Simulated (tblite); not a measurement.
# C3H11NO2Si2: the cost of one run

Programs: tblite 0.8.0 and PySCF 2.14.0, with density-fitted response routines of our own. Each step states its level of theory. These are calculated values for one molecule in the gas phase, unless marked as measured. Atoms are numbered from 0 throughout.

## (1) The starting structure

19 atoms, charge 0, multiplicity 1; geometry from: force field or distance geometry start.

Bonds of the start (Å): C0–N1 1.30, N1–C2 1.46, C2–Si3 1.89, Si3–Si4 2.34, Si4–O5 1.65, Si4–O6 1.66, O6–C7 1.42, C0–H8 1.10, C0–H9 1.09, C2–H10 1.09, C2–H11 1.10, Si3–H12 1.48, Si3–H13 1.49, Si4–H14 1.49, O5–H15 0.98, C7–H16 1.10, C7–H17 1.09, C7–H18 1.10.

## (2) Relaxing the molecule with GFN2-xTB

What the job is given:

```
{"job": {"kind": "relax", "xc": "GFN2-xTB", "basis": "xTB"}, "charge": 0, "multiplicity": 1}
C      2.948000    -1.165500     1.157100
N      2.036700    -0.362500     0.681600
C      1.810000    -0.558000    -0.748300
Si     0.771000     0.872700    -1.419300
Si    -1.148900     0.938400    -0.079900
O     -0.712000     0.875100     1.512900
O     -2.129200    -0.358700    -0.428300
C     -3.363300    -0.455200     0.263700
H      3.215000    -1.120200     2.226200
H      3.466900    -1.912600     0.549900
H      2.744000    -0.589900    -1.306500
H      1.266700    -1.502500    -0.915500
H      0.435300     0.644200    -2.838300
H      1.536800     2.144800    -1.315600
H     -1.918300     2.194800    -0.327500
H      0.149200     0.437700     1.681800
H     -3.883800    -1.353000    -0.096400
H     -3.222300    -0.573900     1.339900
H     -4.011500     0.406700     0.054900
```

Command:

```console
> OMP_NUM_THREADS=1 python probes_run.py task.json out
```

This one command runs all jobs of the session in turn.

Q: Estimate the wall time and peak memory of this first job on 1 thread of Arm Neoverse V1, shared host.

About 1.9 s, with a peak of 0.18 GiB.
